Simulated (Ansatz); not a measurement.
# TeH2S2 (SMILES SS[TeH]): one structure at several levels

The task here is to estimate one member of a computed series from the others.

Method: single points in def2-TZVPP; program: Ansatz 0.2.0, Gaussian basis.

Correlated methods freeze the cores. Filled d shells of the heavier atoms are correlated. Core potentials replace the inner electrons past krypton, and spin-orbit coupling is left out. B3LYP uses VWN-RPA correlation.

## The starting structure

SMILES `SS[TeH]`, 5 atoms, charge 0, spin multiplicity 1.

Atoms are counted from 1 here; the program's logs count them from 0.

Bond lengths: S1–S2 1.808 Å, S1–H4 1.478 Å, S2–Te3 2.442 Å, Te3–H5 1.353 Å. Angles: S2–S1–H4 105.6°, S1–S2–Te3 114.3°, S2–Te3–H5 92.4°.

As a file:

```xyz
5
charge 0, multiplicity 1
S    -1.44320   -0.87900    0.18050
S    -0.55690    0.69380    0.27500
Te    1.79530    0.56400   -0.36960
H    -2.08740   -0.89170   -1.14950
H     2.20800    0.60080    0.91820
```

The first run:

File run/in.yaml:

```yaml
crystal:
  periodic: [false, false, false]
  atoms:
    - {symbol: S, position_ang: [-1.443200, -0.879000, 0.180500]}
    - {symbol: S, position_ang: [-0.556900, 0.693800, 0.275000]}
    - {symbol: Te, position_ang: [1.795300, 0.564000, -0.369600]}
    - {symbol: H, position_ang: [-2.087400, -0.891700, -1.149500]}
    - {symbol: H, position_ang: [2.208000, 0.600800, 0.918200]}
basis:
  gaussian: {orbitals: def2-TZVPP}
correlation: {method: ccsd_t}
output: {forces: true}
```

The command line of these runs was not kept.

Steps of the session up to this table: CCSD(T)/def2-TZVPP; PBE0-D4/def2-TZVPP; wB97M-V/def2-TZVPP; r2SCAN-D4/def2-TZVPP; PBE-D4/def2-TZVPP; B3LYP-D4/def2-TZVPP; SPW92/def2-TZVPP.

One of the session's tables, all rows but one given; the rest of the session is left out.

| method | RMS force component (eV/Å) | angle to CCSD(T) forces (°) | dipole (D) |
| --- | --- | --- | --- |
| CCSD(T) | 4.682 | reference | 0.54 |
| PBE0-D4 | 4.611 | 3.0 | 0.57 |
| wB97M-V | 4.658 | 1.5 | 0.56 |
| r2SCAN-D4 | ? | ? | ? |
| PBE-D4 | 4.641 | 4.0 | 0.57 |
| B3LYP-D4 | 4.646 | 2.6 | 0.55 |
| SPW92 | 4.494 | 5.2 | 0.65 |

**Question.** Estimate the row for r2SCAN-D4.

As computed: RMS force component (eV/Å): 4.570; angle to CCSD(T) forces (°): 3.4; dipole (D): 0.57. In the column «RMS force component (eV/Å)» it lies between SPW92 (4.494) and PBE0-D4 (4.611).
